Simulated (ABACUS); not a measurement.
# Ba2Tl5V3O12 (P-3m1) in ABACUS: a series of runs

One crystal, Ba2Tl5V3O12, is run at these levels: PBE; tasks: relaxation of the atoms, single point.

Everything below comes from runs of ABACUS 3.10.1. Logs are shortened: lines on timing, memory, paths and dates and some standing lists are left out, and cuts for length are marked.

## 1. The structure

Symmetry: P-3m1, No. 164, trigonal system. The conventional cell has a = 8.154 Å, b = 8.154 Å, c = 6.921 Å, α = 90.00°, β = 90.00°, γ = 120.00°. Ba (site symmetry 3m) is surrounded by 6 O at 2.80 Å. V (site symmetry 2/m) is surrounded by 4 O at 1.82 Å. Tl (site symmetry 2/m) is surrounded by 4 O at 2.53 Å. Around Tl (site symmetry 3m) lie 6 O at 2.73 Å and 3 V at 2.82 Å and 3 Tl at 3.03 Å. O (site symmetry 1) has 1 V at 1.82 Å as nearest neighbours.

The cell was built by a generator and needn't be a form met in nature.

## 2. Relaxation of the atoms, PBE, collinear spin, ferromagnetic start (cell strained by +0.06 along c)

The input, run_abacus.py:

```python
"""Relaxation by an ASE optimiser with ABACUS as a small file-based calculator."""
import re
import subprocess
import numpy as np
from ase.calculators.calculator import Calculator, all_changes
from ase.io import read
from ase.optimize import BFGSLineSearch
from ase.stress import full_3x3_to_voigt_6_stress
from ase.units import Bohr, GPa

atoms = read("POSCAR")
atoms = atoms[(-atoms.numbers).argsort(kind="stable")]  # ABACUS lists atoms element by element
pseudo = {'Tl': 'Tl.upf', 'Ba': 'Ba.upf', 'V': 'V.upf', 'O': 'O.upf'}
orbital = {'Tl': 'Tl_confined-atom_8au_2s2p2d.orb', 'Ba': 'Ba_confined-atom_9au_3s2p2d.orb', 'V': 'V_confined-atom_7au_3s2p2d1f.orb', 'O': 'O_confined-atom_6au_2s2p1d.orb'}
magmoms = [0.0, 0.0, 0.0, 0.0, 0.0, 0.0, 0.0, 2.0, 2.0, 2.0, 0.0, 0.0, 0.0, 0.0, 0.0, 0.0, 0.0, 0.0, 0.0, 0.0, 0.0, 0.0]
kmesh = [3, 3, 3]
params = {
    'suffix': 'Ba2Tl5V3O12',
    'calculation': 'scf',
    'basis_type': 'lcao',
    'pseudo_dir': './',
    'orbital_dir': './',
    'symmetry': 1,
    'dft_functional': 'pbe',
    'ecutwfc': 100,
    'pseudo_rcut': 7,
    'nspin': 2,
    'nbands': 121,
    'ks_solver': 'genelpa',
    'smearing_method': 'fd',
    'smearing_sigma': 0.00367493,
    'scf_thr': 1e-07,
    'scf_nmax': 100,
    'mixing_type': 'broyden',
    'mixing_beta': 0.4,
    'cal_force': 1,
    'cal_stress': 1,
    'out_mul': 1,
}

def write_input(atoms):
    symbols = atoms.get_chemical_symbols()
    elements = list(dict.fromkeys(symbols))
    lines = ["ATOMIC_SPECIES"] + [f"{e} {atoms.get_masses()[symbols.index(e)]:.4f} {pseudo[e]}" for e in elements]
    if orbital:
        lines += ["", "NUMERICAL_ORBITAL"] + [orbital[e] for e in elements]
    lines += ["", "LATTICE_CONSTANT", f"{1 / Bohr:.10f}", "", "LATTICE_VECTORS"]
    lines += [" ".join(f"{x:.10f}" for x in v) for v in atoms.cell]
    lines += ["", "ATOMIC_POSITIONS", "Direct"]
    for e in elements:
        lines += ["", e, "0.0", str(symbols.count(e))]
        for i, p in enumerate(atoms.get_scaled_positions(wrap=False)):
            if symbols[i] == e:
                mag = "" if magmoms is None else " mag " + " ".join(str(x) for x in (magmoms[i] if isinstance(magmoms[i], list) else [magmoms[i]]))
                lines.append(" ".join(f"{x:.10f}" for x in p) + " 1 1 1" + mag)
    open("STRU", "w").write("\n".join(lines) + "\n")
    open("KPT", "w").write("K_POINTS\n0\nGamma\n%d %d %d 0 0 0\n" % tuple(kmesh))
    open("INPUT", "w").write("INPUT_PARAMETERS\n" + "".join(f"{k:<20s}{v}\n" for k, v in params.items()))

class Abacus(Calculator):
    implemented_properties = ["energy", "free_energy", "forces", "stress"]

    def calculate(self, atoms=None, properties=("energy",), system_changes=all_changes):
        super().calculate(atoms, properties, system_changes)
        write_input(self.atoms)
        subprocess.run(['mpirun', '-np', '8', 'abacus'], check=True)
        log = open("OUT.Ba2Tl5V3O12/running_scf.log").read()
        if "charge density convergence is achieved" not in log:
            raise RuntimeError("SCF not converged")
        rows = lambda title, n: np.array([l.split()[-3:] for l in log.split(title)[-1].split("\n")[2:2 + n]], float)
        energy = float(re.findall(r"FINAL_ETOT_IS (\S+)", log)[-1])
        stress = -rows("TOTAL-STRESS", 3) / 10 * GPa  # ABACUS prints kbar, compression positive
        self.results = dict(energy=energy, free_energy=energy, forces=rows("TOTAL-FORCE", len(self.atoms)), stress=full_3x3_to_voigt_6_stress(stress))

atoms.calc = Abacus()
opt = BFGSLineSearch(atoms, logfile="opt.log", trajectory="relax.traj")
print("optimiser converged:", opt.run(fmax=0.03, steps=60))
```

The input, POSCAR:

```
Ba2Tl5V3O12
1.0
    8.1542100000      0.0000000000      0.0000000000
   -4.0771100000      7.0617600000      0.0000000000
    0.0000000000      0.0000000000      7.3365568000
Ba V Tl O
2 3 5 12
Direct
    0.0000000000      0.0000000000      0.2355200000
    0.0000000000      0.0000000000      0.7644800000
    0.5000000000      0.0000000000      0.0000000000
    0.0000000000      0.5000000000      0.0000000000
    0.5000000000      0.5000000000      0.0000000000
    0.5000000000      0.0000000000      0.5000000000
    0.0000000000      0.5000000000      0.5000000000
    0.5000000000      0.5000000000      0.5000000000
    0.3333300000      0.6666700000      0.2248900000
    0.6666700000      0.3333300000      0.7751100000
    0.3389000000      0.3433400000      0.8144400000
    0.6566600000      0.9955600000      0.8144400000
    0.0044400000      0.6611000000      0.8144400000
    0.3433400000      0.3389000000      0.1855600000
    0.9955600000      0.6566600000      0.1855600000
    0.6611000000      0.0044400000      0.1855600000
    0.6611000000      0.6566600000      0.1855600000
    0.3433400000      0.0044400000      0.1855600000
    0.9955600000      0.3389000000      0.1855600000
    0.6566600000      0.6611000000      0.8144400000
    0.0044400000      0.3433400000      0.8144400000
    0.3389000000      0.9955600000      0.8144400000
```

Potentials or basis: PseudoDojo NC SR 0.4.1 PBE standard, DZP LCAO (the cutoffs set its grid).

Launch:

```bash
> OMP_NUM_THREADS=1 python run_abacus.py > log
```

running log:

```text
ABACUS v3.10.1

               Atomic-orbital Based Ab-initio Computation at UStc

 ------------------------------------------------------------------------------------

 READING GENERAL INFORMATION
                           global_out_dir = OUT.Ba2Tl5V3O12/
                           global_in_card = INPUT
                               pseudo_dir = ./
                              orbital_dir = ./
                                    DSIZE = 8
                                    GSIZE = 1

 READING UNITCELL INFORMATION
                                    ntype = 4
                  lattice constant (Bohr) = 1.88973
              lattice constant (Angstrom) = 1

 READING ATOM TYPE 1
                               atom label = Tl
                      L=0, number of zeta = 2
                      L=1, number of zeta = 2
                      L=2, number of zeta = 2
             number of atom for this type = 5
               magnetization of element 1 = 0

 READING ATOM TYPE 2
                               atom label = Ba
                      L=0, number of zeta = 3
                      L=1, number of zeta = 2
                      L=2, number of zeta = 2
             number of atom for this type = 2
               magnetization of element 2 = 0

 READING ATOM TYPE 3
                               atom label = V
                      L=0, number of zeta = 3
                      L=1, number of zeta = 2
                      L=2, number of zeta = 2
                      L=3, number of zeta = 1
             number of atom for this type = 3
               magnetization of element 3 = 2

 READING ATOM TYPE 4
                               atom label = O
                      L=0, number of zeta = 2
                      L=1, number of zeta = 2
                      L=2, number of zeta = 1
             number of atom for this type = 12
               magnetization of element 4 = 0

                        TOTAL ATOM NUMBER = 22
DIRECT COORDINATES
    atom                   x                   y                   z     mag                  vx                  vy                  vz
taud_Tl1            0.4999999973        0.9999999946        0.5000000000  0.0000        0.0000000000        0.0000000000        0.0000000000
taud_Tl2            0.9999999966        0.5000000047        0.5000000000  0.0000        0.0000000000        0.0000000000        0.0000000000
taud_Tl3            0.5000000086        0.5000000066        0.5000000000  0.0000        0.0000000000        0.0000000000        0.0000000000
taud_Tl4            0.3333322433        0.6666666355        0.2196313960  0.0000        0.0000000000        0.0000000000        0.0000000000
taud_Tl5            0.6666677638        0.3333333758        0.7803686040  0.0000        0.0000000000        0.0000000000        0.0000000000
taud_Ba1            0.9999999201        0.0000001035        0.2307284374  0.0000        0.0000000000        0.0000000000        0.0000000000
taud_Ba2            0.0000000631        0.9999998697        0.7692715626  0.0000        0.0000000000        0.0000000000        0.0000000000
taud_V1            0.5000000005        0.9999999925        0.0000000000  2.0000        0.0000000000        0.0000000000        0.0000000000
taud_V2            0.9999999953        0.5000000205        0.0000000000  2.0000        0.0000000000        0.0000000000        0.0000000000
taud_V3            0.5000000285        0.5000000257        0.0000000000  2.0000        0.0000000000        0.0000000000        0.0000000000
taud_O1            0.3396581446        0.3438800417        0.8246326499  0.0000        0.0000000000        0.0000000000        0.0000000000
taud_O2            0.6561200605        0.9957778748        0.8246325668  0.0000        0.0000000000        0.0000000000        0.0000000000
taud_O3            0.0042221209        0.6603413816        0.8246330395  0.0000        0.0000000000        0.0000000000        0.0000000000
[... 17 lines left out ...]

 SETUP EXTENDED REAL SPACE GRID FOR GRID INTEGRATION
                          real space grid = [ 100, 100, 90 ]
                 big cell numbers in grid = [ 20, 20, 30 ]
             meshcell numbers in big cell = [ 5, 5, 3 ]
                        extended fft grid = [ 14, 14, 20 ]
                dimension of extened grid = [ 49, 49, 71 ]
                            UnitCellTotal = 27
              Atom number in sub-FFT-grid = 22
    Local orbitals number in sub-FFT-grid = 362
                                ParaV.nnr = 91686

                                 init_chg = atomic

 LCAO ALGORITHM --------------- ION=   1  ELEC=   1--------------------------------
          total magnetism (Bohr mag/cell) = 1.17483e-06
       absolute magnetism (Bohr mag/cell) = 1.52779
                        nelec for spin up = 98
                      nelec for spin down = 98
[... 391 lines left out ...]
 Density error is 9.44044557184e-08
----------------------------------------------------------
     Energy           Rydberg                 eV
----------------------------------------------------------
 E_KohnSham     -1560.0072943533     -21224.9881247687
 E_KS(sigma->0) -1560.0042662120     -21224.9469247920
 E_Harris       -1560.0072926539     -21224.9881016460
 E_band         -81.8690927771       -1113.8861518588
 E_one_elec     -785.2658329600      -10684.0897729728
 E_Hartree      503.6856513222       6852.9948588227
 E_xc           -386.1565317239      -5253.9291513629
 E_Ewald        -892.2645247089      -12139.8816593024
 E_entropy(-TS) -0.0060562827        -0.0823999533
 E_descf        0.0000000000         0.0000000000
 E_exx          0.0000000000         0.0000000000
 E_Fermi        0.5112765443         6.9562742563
----------------------------------------------------------

 charge density convergence is achieved
 final etot is -21224.988125 eV
 EFERMI = 6.9562742563 eV

 STATE ENERGY(eV) AND OCCUPATIONS    NSPIN == 2
SPIN UP :
 1/14 kpoint (Cartesian) = 0.0000 0.0000 0.0000 (6023 pws)
       1       -57.7691      0.0370370
       2       -57.7690      0.0370370
       3       -57.7690      0.0370370
       4       -31.6966      0.0370370
       5       -31.6938      0.0370370
       6       -31.6938      0.0370370
[... 728 lines left out ...]
     120        11.6196    2.31302e-42
     121        12.4546    1.29334e-49

[... levels at 22 further k points ...]

-------------------------------------------------
 Total Magnetism (uB)
-------------------------------------------------
                        Tl1        -0.0359466349
                        Tl2        -0.0359454103
                        Tl3        -0.0359468757
                        Tl4         0.0080281048
                        Tl5         0.0080281048
                        Ba1         0.0218689693
[... 18 lines left out ...]
 correction force for each atom along direction 1 is -6.37759e-09
 correction force for each atom along direction 2 is -2.06694e-10
 correction force for each atom along direction 3 is 5.40821e-10
------------------------------------------------------------------------------------------
 TOTAL-FORCE (eV/Angstrom)
------------------------------------------------------------------------------------------
                       Tl1         0.0000005055         0.0000000000         0.0000000000
                       Tl2         0.0000000000         0.0000003020         0.0000000000
                       Tl3         0.0000000000        -0.0000003117         0.0000000000
                       Tl4         0.0000541783        -0.0000630905        -0.0229692736
                       Tl5        -0.0000539317         0.0000625781         0.0229692462
                       Ba1        -0.0000030614         0.0000021188         0.0014926105
[... 11 lines left out ...]
                        O8        -0.0018207499        -0.0007774855        -0.0027872013
                        O9         0.0015986019        -0.0011998757        -0.0027701680
                       O10         0.0015534338         0.0011153684         0.0028585063
                       O11         0.0002557295        -0.0019757609         0.0027728166
                       O12        -0.0018139119         0.0007801548         0.0027888374
------------------------------------------------------------------------------------------

----------------------------------------------------------------
 TOTAL-STRESS (KBAR)
----------------------------------------------------------------
        -0.2666009934        -0.0002355392         0.0001859400
        -0.0002355392        -0.2658424537         0.0000363372
         0.0001859400         0.0000363372       -14.3867729154
----------------------------------------------------------------
 TOTAL-PRESSURE: -4.973072 KBAR

 --------------------------------------------
 !FINAL_ETOT_IS -21224.9881247686644201 eV
 --------------------------------------------
```

Wall time 12 min (8 MPI ranks of Intel Xeon Platinum 8375C at 2.90GHz (Ice Lake), shared host); peak memory 3 GiB.

What came out:

```
Free energy                  : -21224.9881 eV
Energy gained by relaxing    : 23.5 meV/atom
Ionic steps                  : 5
Pressure after relaxing      : -0.5 GPa
Largest force after relaxing : 0.023 eV/Å
Band gap on the k mesh       : none (metal or under the smearing width)
Net moment                   : -1.44 μB per cell
Absolute moment              : 2.10 μB per cell
Site moments                 : Tl -0.04, +0.01; Ba +0.02; V +0.11; O -0.14 μB
Mulliken charges             : Tl +0.44, +0.36; Ba +1.16; V +0.76; O -0.55 e
```

Forces in eV/Å, atoms in the order of the input:
```
Tl   0.000  0.000  0.000
Tl   0.000  0.000  0.000
Tl   0.000  0.000  0.000
Tl   0.000  0.000 -0.023
Tl   0.000  0.000  0.023
Ba   0.000  0.000  0.001
Ba   0.000  0.000 -0.001
V    0.000  0.000  0.000
V    0.000  0.000  0.000
V    0.000  0.000  0.000
O    0.000 -0.002  0.003
O    0.002  0.001  0.003
O   -0.002  0.001  0.003
O   -0.002 -0.001 -0.003
O    0.000  0.002 -0.003
O    0.002 -0.001 -0.003
O    0.000  0.002 -0.003
O   -0.002 -0.001 -0.003
O    0.002 -0.001 -0.003
O    0.002  0.001  0.003
O    0.000 -0.002  0.003
O   -0.002  0.001  0.003
```

Step by step:
```csv
step,energy change (eV),largest force (eV/Å),pressure (GPa)
1,0.0000,1.1425,-3.81
2,-0.4363,0.3431,-0.98
3,-0.5129,0.0728,-0.37
4,-0.5164,0.0465,-0.51
5,-0.5168,0.0230,-0.50
```

Final structure:
```cif
data_structure
_symmetry_space_group_name_H-M 'P 1'
_symmetry_Int_Tables_number 1
_cell_length_a 8.1542
_cell_length_b 8.1542
_cell_length_c 7.3366
_cell_angle_alpha 90.000
_cell_angle_beta 90.000
_cell_angle_gamma 120.000
_cell_volume 422.46
loop_
_atom_site_label
_atom_site_type_symbol
_atom_site_fract_x
_atom_site_fract_y
_atom_site_fract_z
_atom_site_occupancy
Tl1 Tl 0.50000 0.00000 0.50000 1
Tl2 Tl 0.00000 0.50000 0.50000 1
Tl3 Tl 0.50000 0.50000 0.50000 1
Tl4 Tl 0.33333 0.66667 0.21963 1
Tl5 Tl 0.66667 0.33333 0.78037 1
Ba1 Ba 0.00000 0.00000 0.23073 1
Ba2 Ba 0.00000 0.00000 0.76927 1
V1 V 0.50000 0.00000 0.00000 1
V2 V 0.00000 0.50000 0.00000 1
V3 V 0.50000 0.50000 0.00000 1
O1 O 0.33966 0.34388 0.82463 1
O2 O 0.65612 0.99578 0.82463 1
O3 O 0.00422 0.66034 0.82463 1
O4 O 0.34388 0.33966 0.17537 1
O5 O 0.99578 0.65612 0.17537 1
O6 O 0.66034 0.00422 0.17537 1
O7 O 0.66034 0.65612 0.17537 1
O8 O 0.34388 0.00422 0.17537 1
O9 O 0.99578 0.33966 0.17537 1
O10 O 0.65612 0.66034 0.82463 1
O11 O 0.00422 0.34388 0.82463 1
O12 O 0.33966 0.99578 0.82463 1
```

Caveat: the atomic orbitals were generated for these runs and aren't a published set; Mulliken charges move with the basis; this release of the barium file is off; the basis of atomic orbitals isn't converged, which shifts pressures, moduli and gaps; semilocal functionals often make such compounds metallic where correlation or magnetic order opens a gap, which also shifts bond lengths. The run has no spin-orbit coupling, so splittings on Ba, Tl are missing.

(Continued in part 2 of 2.)
